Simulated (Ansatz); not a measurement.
**B2H6O2: up Jacob's ladder to CCSD(T)**

Aim: compute B2H6O2 with functionals from several rungs and with coupled cluster. The yardstick is the atomisation energy at the CCSD(T) limit.

Computed with Ansatz 0.2.0, Gaussian basis. Level: functionals in def2-TZVPP, the program's frozen cores in correlated methods.

Levels to be run: LDA (SPW92), PBE-D4, revPBE-D4, BLYP-D4, r2SCAN-D4, B97M-V, PBE0-D4, B3LYP-D4, r2SCANh-D4, r2SCAN0-D4, HSE06-D4, BHLYP-D4, CAM-B3LYP-D4, LC-ωPBE, ωB97X-V, ωB97M-V, B2PLYP, PBE-QIDH; CCSD(T)/def2-SVP; CCSD(T)/def2-TZVPP; MP2/def2-QZVPP; extrapolation to the limit; RPA on PBE.

**1. Structure used throughout**

All runs share one geometry, relaxed beforehand with PBE0-D4 in a triple-zeta def2 set.

10 atoms, charge 0, spin multiplicity 1.

Atoms are counted from 1 here; the program's logs count them from 0.

Bond lengths: B1–O2 1.558 Å, B1–O4 1.558 Å, B1–H5 1.204 Å, B1–H6 1.196 Å, O2–B3 1.558 Å, O2–H7 0.960 Å, B3–O4 1.558 Å, B3–H8 1.204 Å, B3–H9 1.196 Å, O4–H10 0.960 Å. Angles: O2–B1–O4 91.1°, O2–B1–H5 111.9°, O2–B1–H6 110.2°, O4–B1–H5 111.9°, O4–B1–H6 110.2°, H5–B1–H6 118.3°, B1–O2–B3 88.7°, B1–O2–H7 112.2°, B3–O2–H7 112.2°, O2–B3–O4 91.1°, O2–B3–H8 111.9°, O2–B3–H9 110.2°, O4–B3–H8 111.9°, O4–B3–H9 110.2°, H8–B3–H9 118.3°, B1–O4–B3 88.7°, B1–O4–H10 112.2°, B3–O4–H10 112.2°.

Coordinates:

```
B    -0.4543    0.8711   -0.4850
O    -1.0101   -0.4462    0.1341
B     0.3896   -0.6962    0.7712
O     0.9746    0.5547    0.0496
H    -0.4978    0.8558   -1.6882
H    -0.9079    1.8189    0.0859
H    -1.2258   -1.0993   -0.5357
H     0.8881   -1.7180    0.3749
H     0.3453   -0.5084    1.9514
H     1.5813    0.3163   -0.6553
```

**2. LDA**

This LDA is Slater exchange with PW92 correlation.

Input file in.yaml:

```yaml
crystal:
  periodic: [false, false, false]
  atoms:
    - {symbol: B, position_ang: [-0.454259, 0.871137, -0.485050]}
    - {symbol: O, position_ang: [-1.010072, -0.446178, 0.134133]}
    - {symbol: B, position_ang: [0.389650, -0.696174, 0.771245]}
    - {symbol: O, position_ang: [0.974608, 0.554687, 0.049583]}
    - {symbol: H, position_ang: [-0.497791, 0.855820, -1.688216]}
    - {symbol: H, position_ang: [-0.907887, 1.818899, 0.085919]}
    - {symbol: H, position_ang: [-1.225792, -1.099256, -0.535725]}
    - {symbol: H, position_ang: [0.888084, -1.718036, 0.374889]}
    - {symbol: H, position_ang: [0.345254, -0.508439, 1.951425]}
    - {symbol: H, position_ang: [1.581305, 0.316341, -0.655305]}
basis:
  gaussian: {orbitals: def2-TZVPP}
hamiltonian: {xc: lda}
output: {orbitals: {seedname: orbitals}}
```

The runs that follow: PBE-D4 (GGA); revPBE-D4 (GGA); BLYP-D4 (GGA); r2SCAN-D4 (meta-GGA); B97M-V (meta-GGA); PBE0-D4 (hybrid); B3LYP-D4 (hybrid); r2SCANh-D4 (hybrid); r2SCAN0-D4 (hybrid); HSE06-D4 (hybrid); BHLYP-D4 (hybrid); CAM-B3LYP-D4 (range-separated); LC-ωPBE-D4 (range-separated); ωB97X-V (range-separated); ωB97M-V (range-separated); B2PLYP (double hybrid); PBE-QIDH (double hybrid); CCSD(T) in def2-SVP; CCSD(T) in def2-TZVPP; MP2 in def2-QZVPP; RPA on PBE orbitals.

Before running them: what should the planned runs give, taken together? Wanted: atomisation energy, CCSD(T)/CBS; farthest beyond LDA; mean size of error, GGA; mean size of error, meta-GGA; mean size of error, hybrid; mean size of error, range-separated; mean size of error, double hybrid; gap, smallest and largest; T1 diagnostic.

The runs gave:

| quantity | value |
| --- | --- |
| atomisation energy, CCSD(T)/CBS | 3676.7 kJ/mol |
| functionals within 18.4 kJ/mol (0.5 %) | BLYP-D4, B97M-V, PBE0-D4, B3LYP-D4, r2SCANh-D4, HSE06-D4, LC-ωPBE, ωB97X-V |
| farthest beyond LDA | BHLYP-D4 (-96.2 kJ/mol) |
| mean size of error, GGA | 35.4 kJ/mol |
| mean size of error, meta-GGA | 10.7 kJ/mol |
| mean size of error, hybrid | 25.2 kJ/mol |
| mean size of error, range-separated | 16.2 kJ/mol |
| mean size of error, double hybrid | 23.8 kJ/mol |
| gap, smallest and largest | 5.99 eV (LDA (SPW92)), 13.48 eV (LC-ωPBE) |
| T1 diagnostic | 0.0101 |
| triples share of the correlation energy | 3.3 % |

What this shows: The LDA atomisation energy is off by 532.8 kJ/mol (14 %): it overbinds. PBE-D4 misses by +48.3 kJ/mol. Double hybrids carry the basis error of their MP2 part in triple zeta, and no dispersion term here, so their miss is partly the set-up's. The rungs meta-GGA, range-separated miss on average by less than the doubt on the reference (18.4 kJ/mol), so they tie. The reference freezes the cores and leaves out relativity and excitations past (T), so misses under about 18.4 kJ/mol can't be ranked. Hartree-Fock recovers 75 % of the binding; the rest is correlation. CCSD(T) in def2-SVP is off by -161.2 kJ/mol, worse than the median functional, from the basis alone. Orbital gaps span 6.0 to 13.5 eV; exact exchange widens them.
